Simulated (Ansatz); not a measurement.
# C₃H₄Zn: from a rough start to a minimum

What shape does C₃H₄Zn take? The plan is to relax it, then compute its harmonic vibrations to see whether it is a minimum and to get the zero-point energy and entropy.

Computed with Ansatz 0.2.0, Gaussian basis. Level: RKS PBE0-D4/def2-TZVP.

Levels to be run: relaxation at PBE0-D4/def2-TZVP; harmonic vibrations at the same level.

1 further run of the same task is left out (set aside as unsound or not needed).

## 1. The system as given

8 atoms, charge 0, spin multiplicity 1.

Atoms are counted from 1 here; the program's logs count them from 0.

Bond lengths: C1–C2 1.304 Å, C1–H5 1.077 Å, C1–H6 1.078 Å, C2–C3 1.292 Å, C3–Zn4 1.972 Å, C3–H7 1.078 Å, Zn4–H8 1.523 Å. Angles: C2–C1–H5 121.7°, C2–C1–H6 121.6°, H5–C1–H6 116.6°, C1–C2–C3 177.3°, C2–C3–Zn4 106.1°, C2–C3–H7 120.1°, Zn4–C3–H7 133.8°, C3–Zn4–H8 157.5°.

Coordinates:

```
C    -0.5380    1.4706   -0.2521
C     0.3227    0.5051   -0.0900
C     1.1295   -0.4895    0.0811
Zn   -0.0091   -2.0756    0.3579
H    -0.9050    1.7442   -1.2273
H    -0.8986    2.0521    0.5803
H     2.1958   -0.3316    0.0515
H    -1.2974   -2.8751    0.4987
```

The start is a GFN2-xTB geometry.

## 2. Optimising with PBE0-D4/def2-TZVP

in.yaml

```yaml
crystal:
  periodic: [false, false, false]
  atoms:
    - {symbol: C, position_ang: [-0.538010, 1.470550, -0.252080]}
    - {symbol: C, position_ang: [0.322730, 0.505080, -0.089980]}
    - {symbol: C, position_ang: [1.129540, -0.489490, 0.081060]}
    - {symbol: Zn, position_ang: [-0.009060, -2.075630, 0.357890]}
    - {symbol: H, position_ang: [-0.905030, 1.744170, -1.227330]}
    - {symbol: H, position_ang: [-0.898610, 2.052090, 0.580280]}
    - {symbol: H, position_ang: [2.195790, -0.331640, 0.051470]}
    - {symbol: H, position_ang: [-1.297350, -2.875120, 0.498680]}
basis:
  gaussian: {orbitals: def2-TZVP}
hamiltonian: {xc: pbe0, dispersion: d4}
relax: {f_tol: 0.005, max_steps: 150}
```

The runs that follow: Harmonic vibrations.

Before running them: what should the planned runs give, taken together? Wanted: point group; shift from the start; total energy; dispersion term; dipole moment; lowest, highest wavenumber; zero-point energy.

As calculated:

| quantity | value |
| --- | --- |
| point group | Cs |
| steps | 13 |
| shift from the start (rms) | 0.305 Å |
| total energy | -51584.3703 eV |
| dispersion term | -120 meV |
| dipole moment | 0.40 D |
| lowest, highest wavenumber | 98, 3231 cm⁻¹ |
| zero-point energy | 136.0 kJ/mol |
| entropy at 298.15 K | 311.5 J/(mol K) |

The atoms moved 0.31 Å (rms) from the start; the bond that changed most is C3–Zn4, from 1.972 to 1.926 Å. No mode is imaginary: a true minimum at this level. The stiffest mode, 3231 cm⁻¹, is a C–H stretch. Harmonic hybrid wavenumbers usually lie a few per cent above measured fundamentals. The largest Mulliken charge, -0.35 e, sits on C1.
